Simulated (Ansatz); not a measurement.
Predict the output of the script below (the Ansatz DFT code, driven from Python).

`ys.cif`
```cif
data_YS
_cell_length_a 11.010872
_cell_length_b 11.010872
_cell_length_c 11.010872
_cell_angle_alpha 160.03450
_cell_angle_beta 160.03450
_cell_angle_gamma 28.38214
_symmetry_space_group_name_H-M 'P 1'
_symmetry_Int_Tables_number 1
loop_
_symmetry_equiv_pos_as_xyz
'x, y, z'
loop_
_atom_site_label
_atom_site_type_symbol
_atom_site_fract_x
_atom_site_fract_y
_atom_site_fract_z
Y1 Y    0.303654    0.303654    0.000000
Y2 Y    0.696346    0.696346    0.000000
S3 S    0.172960    0.172960    0.000000
S4 S    0.827040    0.827040    0.000000
```

Script `fermi.py`:
```python
from dataclasses import dataclass

import ansatz as az
from ase.io import read


@dataclass
class Options:
    xc: str = "pbesol"


settings = Options()


def main() -> None:
    atoms = read("ys.cif")
    cell = az.Crystal.from_ase(atoms)

    calculation = (
        cell.calculation()
        .functional(settings.xc)
        .basis(16 * az.Ha)
        .kpoints(9, center="gamma")
        .occupations(az.OccupationsMethod.FERMI_DIRAC)
        .eigenstates(nscf_kmesh=(12, 12, 12), level_slopes=True)
    )
    surface = calculation.run().fermi_surface().to_plain()
    for way, reading in surface.items():
        if reading:
            rho_lambda = [f"{v:.3e}" for v in reading["resistivity_times_mean_free_path_ohm_m2"]]
            print(f"{way:24s} area {reading['spin_summed_area_per_ang2']:8.3f} 1/A^2  rho*lambda (ohm m^2) {rho_lambda}")


if __name__ == "__main__":
    main()
```

```console
$ python fermi.py
by_tetrahedra            area    9.141 1/A^2  rho*lambda (ohm m^2) ['5.894e-14', '5.894e-15', '2.270e-15']
by_slopes                area    9.045 1/A^2  rho*lambda (ohm m^2) ['8.416e-12', '5.403e-13', '2.254e-15']
on_every_second_point    area    8.430 1/A^2  rho*lambda (ohm m^2) ['3.489e-14', '4.570e-15', '2.499e-15']
```

What to keep in mind:
- The run is spin-unpolarised.
- This cell is a computed structure, which may not be the phase found in nature.
- The three readings differ by the mesh error.
- It ran for 74 s on 1 thread of Arm Neoverse N1, on a shared host, peak memory 0.65 GiB.
